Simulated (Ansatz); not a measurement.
Input of an Ansatz 0.2.0 run:

File input.yaml:

```yaml
crystal:
  lattice:
    - [-1.368592, 1.368592, 8.518936]
    - [1.368592, -1.368592, 8.518936]
    - [1.368592, 1.368592, -8.518936]
  atoms:
    - { symbol: Cu, position: [0.990791, 0.990791, 0.0], spin: 2.1 }
    - { symbol: Mn, position: [0.38791, 0.38791, 0.0], spin: 5.5 }
    - { symbol: Mn, position: [0.813349, 0.813349, 0.0], spin: 5.5 }
    - { symbol: Al, position: [0.217548, 0.217548, 0.0] }
    - { symbol: Al, position: [0.590402, 0.590402, 0.0] }
hamiltonian:
  xc: pbesol
  pseudopotentials: { kind: paw }
magnetization:
  spin_polarized: true
kpoints:
  mp_grid: { grid: [13, 13, 13] }
scf:
  occupations: { method: fermi_dirac, width: 0.05 }
output:
  forces: true
  stress: true
  eigenvalues: true
```

Potentials or basis: Ansatz PAW.

Run with:

```bash
$ ansatz run input.yaml --threads 2 --pin off --max-ram 5632MiB --backend cpu --events-out ev --progress --plain --runs-dir out
```

(1) Estimate the band gap on the k mesh.

(2) Estimate the net moment.

## Answers

(1) none (metal or under the smearing width).

(2) 0.79 μB per cell.

Caveat: the starting moments weren't kept.
